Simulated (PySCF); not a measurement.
# C2H7BF2Si: the cost of one run

Computed with PySCF 2.14.0, with density-fitted response routines of our own, on a single molecule in the gas phase. Atoms count from 0, in the outputs and in this text.

## Step 1: The molecule as given

13 atoms, charge 0, multiplicity 1; geometry from: GFN2-xTB. The atoms were then displaced at random by about 0.01 Å, so the start is not that level's minimum.

Bonds of the start (Å): C0–C1 1.49, C1–Si2 1.90, Si2–B3 2.03, B3–F4 1.32, B3–F5 1.29, C0–H6 1.08, C0–H7 1.10, C0–H8 1.12, C1–H9 1.09, C1–H10 1.10, Si2–H11 1.48, Si2–H12 1.48.

## Step 2: Geometry optimisation at PBE0-D3(BJ)/def2-SVP

Job settings and geometry (Å):

```
{"job": {"xc": "PBE0", "basis": "def2-SVP", "d3": "d3bj", "grid": 1, "shake": 0.01, "kind": "geom"}, "charge": 0, "multiplicity": 1}
C     -2.011850    -0.045890    -0.267900
C     -0.650580    -0.518370     0.119660
Si     0.742610     0.588520    -0.548190
B      2.583100    -0.125230    -0.068360
F      2.805900    -1.402750     0.189670
F      3.636890     0.620250    -0.003790
H     -2.795890    -0.678990     0.123270
H     -2.117970     0.019250    -1.358500
H     -2.206770     0.986900     0.131640
H     -0.515790    -1.535610    -0.238080
H     -0.597110    -0.579340     1.220020
H      0.560980     1.955990    -0.020670
H      0.572300     0.698380    -2.011600
```

The run is started by

```sh
$ OMP_NUM_THREADS=1 python probes_run.py task.json out
```

The driver reads the jobs from task.json and runs them one after another.

**Question.** How long does this first job take on 1 thread of Arm Neoverse V1, shared host, and how much memory does it need?

About 43 s, with a peak of 0.51 GiB.
